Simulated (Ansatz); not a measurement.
# FGe2H7S: the cost of one run

All numbers below are computed with Ansatz 0.2.0 (RKS BHLYP/def2-SVP).

## 1. The system as given

Bond lengths: Ge1–Ge2 2.750 Å, Ge2–H3 1.550 Å, Ge2–H4 1.550 Å, Ge2–H5 1.550 Å, Ge1–F6 1.680 Å, Ge1–H7 1.549 Å, Ge1–H8 1.549 Å, Ge1–S9 2.550 Å, S9–H10 1.400 Å, Ge2–H11 1.674 Å, S9–H11 1.559 Å. Angles (14 of 24 angles, heavy atoms first): Ge2–Ge1–F6 109.4°, Ge2–Ge1–S9 71.6°, F6–Ge1–S9 178.9°, Ge1–Ge2–H3 109.5°, Ge1–Ge2–H4 109.5°, Ge1–Ge2–H5 109.5°, Ge1–Ge2–H11 66.8°, Ge2–Ge1–H7 109.5°, Ge2–Ge1–H8 109.5°, F6–Ge1–H7 109.5°, F6–Ge1–H8 109.5°, H7–Ge1–S9 70.0°, H8–Ge1–S9 70.0°, Ge1–S9–H10 109.5°.

Coordinates:

```xyz
11

Ge    0.0000    0.0000    0.0000
Ge    0.0000    0.0000    2.7500
H    -1.3958   -0.4318    3.2674
H     1.0719   -0.9929    3.2674
H     0.3240    1.4247    3.2674
F     1.5842    0.0000   -0.5594
H    -0.7300    1.2648   -0.5162
H    -0.7300   -1.2648   -0.5162
S    -2.4199    0.0000    0.8041
H    -3.1755   -0.8728    0.0121
H    -1.5382    0.0000    2.0900
```

## 2. Pulling towards end A

Springs on the bonds that form and break draw the guess towards this end; the thresholds are loose.

input.yaml

```yaml
crystal:
  periodic: [false, false, false]
  atoms:
    - { symbol: Ge, position_ang: [0.0, 0.0, 0.0] }
    - { symbol: Ge, position_ang: [0.0, 0.0, 2.75] }
    - { symbol: H, position_ang: [-1.3958, -0.4318, 3.2674] }
    - { symbol: H, position_ang: [1.0719, -0.9929, 3.2674] }
    - { symbol: H, position_ang: [0.324, 1.4247, 3.2674] }
    - { symbol: F, position_ang: [1.5842, 0.0, -0.5594] }
    - { symbol: H, position_ang: [-0.73, 1.2648, -0.5162] }
    - { symbol: H, position_ang: [-0.73, -1.2648, -0.5162] }
    - { symbol: S, position_ang: [-2.4199, 0.0, 0.8041] }
    - { symbol: H, position_ang: [-3.1755, -0.8728, 0.0121] }
    - { symbol: H, position_ang: [-1.5382, 0.0, 2.09] }
basis:
  gaussian: { orbitals: def2-SVP }
hamiltonian:
  xc: { name: BHLYP }
relax:
  f_tol: 0.15
  max_steps: 25
  restrain:
    - { distance: [0, 8], at: 3.45, k: 30.0 }
    - { distance: [10, 1], at: 2.75, k: 30.0 }
    - { distance: [0, 1], at: 2.4, k: 30.0 }
    - { distance: [10, 8], at: 1.4, k: 30.0 }
```

Command:

```bash
> ansatz run input.yaml --threads 4 --pin off --max-ram 5120MiB --backend cpu --events-out ev --progress --plain --runs-dir out
```

What time and memory should one allow on 4 threads of Intel Xeon Platinum 8259CL at 2.50GHz (Skylake/Cascade Lake), shared host?

About 59 s, with a peak of 0.41 GiB.
